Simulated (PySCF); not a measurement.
# One shape, several levels: triplet ZrO2

Aim: a comparison of 4 runs (UHF/STO-3G, UHF/3-21G, UB2PLYP/def2-TZVP, USCS-MP2/def2-TZVP) of triplet ZrO2. 

Program for the calculation: PySCF 2.14.0.

1 further run of the same task is left out (set aside as unsound or not needed).

### 1 Starting point

The species is ZrO2 (3 atoms), meant as a triplet with charge 0. SMILES of the parent species: `[O]=[Zr]=[O]`. The coordinates come from a PBE0-D4/def2-TZVP relaxation. That shape belongs to the parent species and isn't relaxed for this state.

Bond lengths: O1–Zr2 1.761 Å, Zr2–O3 1.761 Å. Angles: O1–Zr2–O3 107.9°.

### 2 A single-point energy at UHF/STO-3G (run 1)

Contents of calc.py:

```python
from pyscf import gto

mol = gto.M(
    atom='O 0.654500 1.252500 0.388400; Zr 0.348500 -0.481700 0.351800; O -1.003000 -0.770800 -0.740100',
    basis='sto-3g',
    max_memory=1860,
    spin=2,
    verbose=4,
)

calc0 = mol.UHF()
calc0.conv_tol = 1e-10
calc0.kernel()
if not calc0.converged:
    calc0 = calc0.newton().run(calc0.mo_coeff, calc0.mo_occ)

energy = calc0.e_tot
print('E(%s) = %.9f' % ('HF', energy))
```

Run with:

```
$ OMP_NUM_THREADS=1 python calc.py
```

What it wrote:

```text
PySCF version 2.14.0

[... 38 lines left out ...]
WARN: HOMO -0.237437493045048 >= LUMO -0.637514261437926
[... 74 lines left out ...]
converged SCF energy = -3650.69929068303  <S^2> = 2.2028888  2S+1 = 3.1323402
E(HF) = -3650.699290683
```

It took 0.79 s on 1 thread of Arm Neoverse V2, shared host; peak memory 0.12 GiB.

### 3 The energy at UHF/3-21G (run 2)

Contents of job.py:

```python
from pyscf import gto

mol = gto.M(
    atom='''
O    0.654500   1.252500   0.388400
Zr   0.348500  -0.481700   0.351800
O   -1.003000  -0.770800  -0.740100
''',
    verbose=3,
    max_memory=1860,
    charge=0,
    spin=2,
    basis='3-21g',
)

mf = mol.UHF()
mf.conv_tol = 1e-10
mf.kernel()
if not mf.converged:
    mf = mf.newton().run(mf.mo_coeff, mf.mo_occ)

etot = mf.e_tot
print('Final energy', etot)
```

Run with:

```
$ OMP_NUM_THREADS=1 python job.py
```

What it wrote:

```text
WARN: HOMO -0.173341241415216 >= LUMO -0.486168470015246

converged SCF energy = -3670.94700993496  <S^2> = 2.2487477  2S+1 = 3.1614855
Final energy -3670.9470099349605
```

It took 1.1 s on 1 thread of Arm Neoverse V2, shared host; peak memory 0.12 GiB.

### 4 A single-point energy at UB2PLYP/def2-TZVP (core potential) (run 3)

Contents of run.py:

```python
from pyscf import gto, dft, mp

mol = gto.Mole()
mol.atom = '''
O      1.236826     2.366882     0.733970
Zr     0.658570    -0.910281     0.664806
O     -1.895395    -1.456601    -1.398586
'''
mol.basis = 'def2-tzvp'
mol.max_memory = 1860
mol.unit = 'bohr'
mol.spin = 2
mol.verbose = 4
mol.ecp = {'Zr': 'def2-svp'}
mol.build()

mf = dft.UKS(mol)
mf.xc = '0.53*HF + 0.47*B88, 0.73*LYP'
mf.conv_tol = 1e-10
mf.grids.level = 5
mf.kernel()
if not mf.converged:
    mf = mf.newton().run(mf.mo_coeff, mf.mo_occ)

pt = mp.MP2(mf, frozen=2).run()
etot = mf.e_tot + 0.27 * pt.e_corr
print('PT2 part  %.8f' % (0.27 * pt.e_corr))
print('Final energy', etot)
```

Run with:

```
$ OMP_NUM_THREADS=1 python run.py
```

What it wrote:

```text
PySCF version 2.14.0

[... 54 lines left out ...]
WARN: HOMO -0.394832299321806 >= LUMO -0.658653539011585
[... 78 lines left out ...]
converged SCF energy = -197.092964738922  <S^2> = 2.0752791  2S+1 = 3.0497732
[... 1 line left out ...]
******** <class 'pyscf.mp.ump2.UMP2'> ********
nocc = (np.int64(13), np.int64(11)), nmo = (100, 100)
frozen orbitals 2
E(UMP2) = -198.050758213488  E_corr = -0.957793474565917
E(SCS-UMP2) = -197.991357530086  E_corr = -0.898392791163598
E_corr(same-spin) = -0.289568513440964
E_corr(oppo-spin) = -0.668224961124953
PT2 part  -0.25860424
Final energy -197.35156897705502
```

Wall time 32 s (1 thread of Arm Neoverse V2, shared host); peak memory 0.51 GiB.

### 5 A single-point energy at USCS-MP2/def2-TZVP (core potential) (run 4)

Contents of run.py:

```python
from pyscf import gto, scf, mp

mol = gto.M(
    atom='''
O      1.236826     2.366882     0.733970
Zr     0.658570    -0.910281     0.664806
O     -1.895395    -1.456601    -1.398586
''',
    max_memory=1860,
    spin=2,
    basis='def2-tzvp',
    verbose=3,
    ecp={'Zr': 'def2-svp'},
    unit='bohr',
)

myscf = scf.UHF(mol)
myscf.conv_tol = 1e-10
myscf.kernel()
if not myscf.converged:
    myscf = myscf.newton().run(myscf.mo_coeff, myscf.mo_occ)

pt = mp.MP2(myscf, frozen=2).run()
etot = myscf.e_tot + 1.2 * pt.e_corr_os + pt.e_corr_ss / 3
print(f'total energy: {etot:.8f} hartree')
```

Run with:

```
$ OMP_NUM_THREADS=1 python run.py
```

What it wrote:

```text
WARN: HOMO -0.356541623033092 >= LUMO -0.671684402038085

converged SCF energy = -196.288507788174  <S^2> = 2.2115273  2S+1 = 3.1378511
E(UMP2) = -197.019421834834  E_corr = -0.730914046659722
E(SCS-UMP2) = -196.978979260901  E_corr = -0.690471472727011
total energy: -196.97897926 hartree
```

Run time: 5.7 s. Hardware: 1 thread of Arm Neoverse V2, shared host; peak memory 0.28 GiB.

### 6 The series

```csv
run,level,core potential,frozen core orbitals,energy (Eh),dipole moment (D) of the reference,HOMO energy (eV),LUMO energy (eV),wall time
1,UHF/STO-3G,–,–,-3650.699291,5.37,-3.39,6.10,0.79 s
2,UHF/3-21G,–,–,-3670.947010,3.04,-6.51,0.13,1.1 s
3,UB2PLYP/def2-TZVP (core potential),def2-svp,2,-197.351569,3.68,-5.82,-3.44,32 s
4,USCS-MP2/def2-TZVP (core potential),def2-svp,2,-196.978979,3.08,-6.90,0.00,5.7 s
```

### 7 Summary of results

```
                                                         quantity          value
                                              run 4: total energy  -196.97898 Eh
                      run 4: dipole moment (Hartree–Fock density)         3.08 D
run 4: HOMO energy (Hartree–Fock orbitals) (highest over α and β)       -6.90 eV
 run 4: LUMO energy (Hartree–Fock orbitals) (lowest over α and β)        0.00 eV
               run 4: correlation energy (2 core orbitals frozen)     -690.5 mEh
                         run 4: ⟨S²⟩ of the reference determinant          2.212
```

Over runs 1, 2, 3 the dipole moment (its size) runs from 3.04 D (UHF/3-21G) to 5.37 D (UHF/STO-3G). Some runs of one species differ in core potentials or relativity; totals across that change don't compare. In run 1 the basis is minimal, so the values are rough. In runs 1, 2 relativity is left out where basis or elements ask for it. Spin contamination of the reference: run 2 ⟨S²⟩ = 2.25, run 4 ⟨S²⟩ = 2.21, run 1 ⟨S²⟩ = 2.20. All runs together took 39 s, the longest 32 s.
